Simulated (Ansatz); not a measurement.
# CH4AlClO: a ladder of functionals and wavefunction methods

An exercise on one series of results from a longer session: the logs are not shown, and one member is left open.

Computed with Ansatz 0.2.0, Gaussian basis. Level: functionals in def2-TZVPP, the program's frozen cores in correlated methods.

The runs, in order: LDA (SPW92), PBE-D4, revPBE-D4, BLYP-D4, r2SCAN-D4, B97M-V, PBE0-D4, B3LYP-D4, r2SCANh-D4, r2SCAN0-D4, HSE06-D4, BHLYP-D4, CAM-B3LYP-D4, LC-ωPBE, ωB97X-V, ωB97M-V, B2PLYP, PBE-QIDH; CCSD(T)/def2-SVP; CCSD(T)/def2-TZVPP; MP2/def2-QZVPP; extrapolation to the limit; RPA on PBE.

**The geometry**

All runs share one geometry, relaxed beforehand with PBE0-D4 in a triple-zeta def2 set.

SMILES `C[O][AlH][Cl]`, 8 atoms, charge 0, spin multiplicity 1.

Atoms are counted from 1 here; the program's logs count them from 0.

Bond lengths: C1–O2 1.400 Å, C1–H5 1.094 Å, C1–H6 1.096 Å, C1–H7 1.094 Å, O2–Al3 1.672 Å, Al3–Cl4 2.097 Å, Al3–H8 1.563 Å. Angles: O2–C1–H5 109.9°, O2–C1–H6 112.3°, O2–C1–H7 109.8°, H5–C1–H6 108.3°, H5–C1–H7 108.0°, H6–C1–H7 108.3°, C1–O2–Al3 136.5°, O2–Al3–Cl4 118.9°, O2–Al3–H8 119.8°, Cl4–Al3–H8 121.3°.

The first run:

File in.yaml:

```yaml
crystal:
  periodic: [false, false, false]
  atoms:
    - {symbol: C, position_ang: [0.132232, 1.250623, 0.263001]}
    - {symbol: O, position_ang: [0.645290, 0.051987, -0.246044]}
    - {symbol: Al, position_ang: [0.103413, -1.519677, -0.426623]}
    - {symbol: Cl, position_ang: [-1.828977, -2.007773, 0.224422]}
    - {symbol: H, position_ang: [0.118428, 2.012381, -0.522456]}
    - {symbol: H, position_ang: [-0.886521, 1.136165, 0.649967]}
    - {symbol: H, position_ang: [0.770224, 1.612626, 1.074965]}
    - {symbol: H, position_ang: [1.038010, -2.593332, -1.072933]}
basis:
  gaussian: {orbitals: def2-TZVPP}
hamiltonian: {xc: lda}
output: {orbitals: {seedname: orbitals}}
```

Among the steps run: LDA; PBE-D4 (GGA); revPBE-D4 (GGA); BLYP-D4 (GGA); r2SCAN-D4 (meta-GGA); B97M-V (meta-GGA); PBE0-D4 (hybrid); B3LYP-D4 (hybrid); r2SCANh-D4 (hybrid); r2SCAN0-D4 (hybrid); HSE06-D4 (hybrid); BHLYP-D4 (hybrid); CAM-B3LYP-D4 (range-separated); LC-ωPBE-D4 (range-separated; the results give it without D4); ωB97X-V (range-separated); ωB97M-V (range-separated); B2PLYP (double hybrid); PBE-QIDH (double hybrid).

One table of the session follows, with a row left open; its other results are not shown here.

It belongs to the step «Frontier levels by functional». 

| functional | HOMO (eV) | gap (eV) |
| --- | --- | --- |
| LDA (SPW92) | -7.11 | 5.36 |
| PBE-D4 | -6.96 | 5.44 |
| revPBE-D4 | -6.90 | 5.49 |
| BLYP-D4 | -6.86 | 5.46 |
| r2SCAN-D4 | -7.27 | 6.12 |
| B97M-V | -7.37 | 6.00 |
| PBE0-D4 | -8.47 | 7.72 |
| B3LYP-D4 | -8.23 | 7.27 |
| r2SCANh-D4 | -7.84 | 6.94 |
| r2SCAN0-D4 | ? | ? |
| HSE06-D4 | -8.06 | 6.94 |
| BHLYP-D4 | -9.93 | 9.94 |
| CAM-B3LYP-D4 | -9.93 | 10.11 |
| LC-ωPBE | -11.32 | 12.60 |
| ωB97X-V | -10.96 | 12.12 |
| ωB97M-V | -10.87 | 11.73 |

**Question.** Estimate the row for r2SCAN0-D4.

Worked estimate for «HOMO (eV)». Against the share of exact exchange, r2SCAN-D4 (0, -7.27), r2SCANh-D4 (0.1, -7.84) give a slope of -5.70 per unit share; at 0.25 the line stands at -8.69.

The run gave: HOMO (eV): -8.70; gap (eV): 8.17. In «HOMO (eV)» the line misses by +0.01.
